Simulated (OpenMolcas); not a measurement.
**[BF4]− (tetrafluoroborate) at 6 levels**

Aim: a comparison of 6 runs (HF/3-21G, B3LYP/6-31G*, B3LYP/aug-cc-pVDZ, BHLYP/aug-cc-pVDZ, M06-L/aug-cc-pVDZ, PBE/aug-cc-pVDZ) of [BF4]− (tetrafluoroborate). 

The calculation is run with OpenMolcas 26.06.

1 further run of the same task is left out (set aside as unsound or not needed).

**1. The system as given**

The species is [BF4]− (5 atoms), meant as a singlet with charge -1. SMILES: `F[B-](F)(F)F`. The F1–B2 distance was set to 2.108 Å, away from the relaxed value. At this shape a bond of the SMILES string is far longer than usual.

Bond lengths: B2–F3 1.406 Å, B2–F4 1.406 Å, B2–F5 1.406 Å. Angles: F3–B2–F4 109.5°, F3–B2–F5 109.5°, F4–B2–F5 109.5°.

**2. The energy at HF/3-21G (run 1)**

Input file run.inp:

```
>>> EXPORT MOLCAS_PRINT=2

&GATEWAY
 BasLib=$CurrDir
 Coord
 5
 angstrom
 F       -0.085652      -0.060301       2.105996
 B        0.000000       0.000000       0.000100
 F        0.948900      -0.931000      -0.457200
 F       -1.262500      -0.319100      -0.529700
 F        0.370700       1.290300      -0.417200
 Basis=3-21G
 Group=NoSym

&SEWARD

&SCF
 Charge=-1
 Thresholds=1e-10 1e-07 1e-07 1e-05
 PrOrbitals=0
```

The basis set 3-21G is read from a file made from the Basis Set Exchange's data (not shown).

On the command line:

```bash
$ export MOLCAS_MEM=1860
$ pymolcas run.inp > run.log
```

Output:

```text
--- Start Module: gateway ---
[...]
--- Stop Module: gateway /rc=_RC_ALL_IS_WELL_ ---
--- Start Module: seward ---
[...]
      Basis functions           45
--- Stop Module: seward /rc=_RC_ALL_IS_WELL_ ---
--- Start Module: scf ---
[...]
       Convergence after  17 Iterations
[...]
::    Total SCF energy                               -420.3710869650
[...]
      Total spin, S                                     0.0000000000
[...]
      Total electronic charge=   42.000000
      Total            charge=   -1.000000
[...]
      Dipole Moment (debye):
      Origin of the operator (angstrom)=   -0.0062   -0.0044    0.1533
                   X=  1.1369E-01               Y=  7.9940E-02               Z= -2.7931E+00           Total=  2.7966E+00
      Center of Charge (angstrom)
[...]
--- Stop Module: scf /rc=_RC_ALL_IS_WELL_ ---
[...]
```

Wall time 2.1 s (1 thread of Arm Neoverse V1, shared host); peak memory 0.38 GiB.

**3. A single-point energy at B3LYP/6-31G(d) (spherical functions) (run 2)**

Input file mol.xyz:

```xyz
5

F     -0.085652    -0.060301     2.105996
B      0.000000     0.000000     0.000100
F      0.948900    -0.931000    -0.457200
F     -1.262500    -0.319100    -0.529700
F      0.370700     1.290300    -0.417200
```

Input file calc.inp:

```
* BF4 Kohn-Sham DFT
>>> EXPORT MOLCAS_PRINT=2

&GATEWAY
 BasLib=$CurrDir
 Coord=mol.xyz
 Basis=6-31Gs
 Group=NoSym

&SEWARD
 GridInput
 Grid=UltraFine
 End of Grid

&SCF
 Charge=-1
 KSDFT=B3LYP
 Thresholds=1e-10 1e-07 1e-07 1e-05
 PrOrbitals=1 2
```

The basis set 6-31G* is read from a file made from the Basis Set Exchange's data (not shown).

On the command line:

```bash
$ export MOLCAS_MEM=1860
$ pymolcas calc.inp > calc.log
```

Output:

```text
--- Start Module: gateway ---
[...]
--- Stop Module: gateway /rc=_RC_ALL_IS_WELL_ ---
--- Start Module: seward ---
[...]
      Basis functions           70
--- Stop Module: seward /rc=_RC_ALL_IS_WELL_ ---
[...]
--- Start Module: scf ---
[...]
       Convergence after  16 Iterations
[...]
::    Total KS-DFT energy                            -424.4073839430
[...]
      Total spin, S                                     0.0000000000
[...]
      Total electronic charge=   42.000000
      Total            charge=   -1.000000
[...]
      Dipole Moment (debye):
      Origin of the operator (angstrom)=   -0.0062   -0.0044    0.1533
                   X=  1.1663E-01               Y=  8.1953E-02               Z= -2.8650E+00           Total=  2.8685E+00
      Center of Charge (angstrom)
[...]
--- Stop Module: scf /rc=_RC_ALL_IS_WELL_ ---
[...]
```

Run time: 14 s. Hardware: 1 thread of Arm Neoverse V1, shared host; peak memory 0.41 GiB.

Runs 3 to 5 aren't shown in full; the table further down has their settings and results.

**4. A single-point energy at PBE/aug-cc-pVDZ (run 6)**

Input file run.inp:

```
>>> EXPORT MOLCAS_PRINT=2

&GATEWAY
  BasLib=$CurrDir
  Coord
  5
  bohr
  F     -0.16185882    -0.11395238     3.97975566
  B      0.00000000     0.00000000     0.00018897
  F      1.79316112    -1.75933502    -0.86398278
  F     -2.38577923    -0.60301161    -1.00098793
  F      0.70052147     2.43831362    -0.78839374
  Basis=aug-cc-pVDZ
  Group=NoSym

&SEWARD
  GridInput
  Grid=UltraFine
  End of Grid

&SCF
  Charge=-1
  KSDFT=PBE
  Thresholds=1e-10 1e-07 1e-07 1e-05
  PrOrbitals=1 1
```

The basis set aug-cc-pVDZ is read from a file made from the Basis Set Exchange's data (not shown).

On the command line:

```bash
$ export MOLCAS_MEM=1860
$ pymolcas run.inp > run.log
```

Output:

```text
--- Start Module: gateway ---
[...]
--- Stop Module: gateway /rc=_RC_ALL_IS_WELL_ ---
--- Start Module: seward ---
[...]
      Basis functions          115
--- Stop Module: seward /rc=_RC_ALL_IS_WELL_ ---
[...]
--- Start Module: scf ---
[...]
       Convergence after  20 Iterations
[...]
::    Total KS-DFT energy                            -424.1050751915
[...]
      Total spin, S                                     0.0000000000
[...]
      Total electronic charge=   42.000000
      Total            charge=   -1.000000
[...]
      Dipole Moment (debye):
      Origin of the operator (angstrom)=   -0.0062   -0.0044    0.1533
                   X=  1.3359E-01               Y=  9.3857E-02               Z= -3.2815E+00           Total=  3.2856E+00
      Center of Charge (angstrom)
[...]
--- Stop Module: scf /rc=_RC_ALL_IS_WELL_ ---
[...]
```

Wall time 49 s (1 thread of Arm Neoverse V1, shared host); peak memory 0.7 GiB.

**5. The series**

```
run                               level  integration grid  energy (Eh)  HOMO energy (eV)  LUMO energy (eV)  HOMO–LUMO gap (eV)  wall time
  1                            HF/3-21G                 –  -420.371087             -6.30             11.40               17.71      2.1 s
  2  B3LYP/6-31G* (spherical functions)         UltraFine  -424.407384             -1.39              6.76                8.15       14 s
  3                   B3LYP/aug-cc-pVDZ         UltraFine  -424.519982             -3.20              3.74                6.94       50 s
  4                   BHLYP/aug-cc-pVDZ         UltraFine  -424.351788             -5.42              4.23                9.65       45 s
  5                   M06-L/aug-cc-pVDZ         UltraFine  -424.451196             -1.54              3.80                5.34       71 s
  6                     PBE/aug-cc-pVDZ         UltraFine  -424.105075             -1.53              3.43                4.96       49 s
```

**6. What came out**

```
                                                    quantity          value
                                         run 6: total energy  -424.10508 Eh
                                          run 6: HOMO energy       -1.53 eV
                                          run 6: LUMO energy        3.43 eV
run 6: HOMO–LUMO gap (to an unbound level, set by the basis)        4.96 eV
```

The HOMO–LUMO gap runs from 4.96 eV (PBE/aug-cc-pVDZ) to 17.71 eV (HF/3-21G). The two ends differ in method and basis. The empty levels of an anion lie above zero and hang on the basis. Totals of different functionals can't be ranked against each other. All runs together took 3.8 min, the longest 71 s.
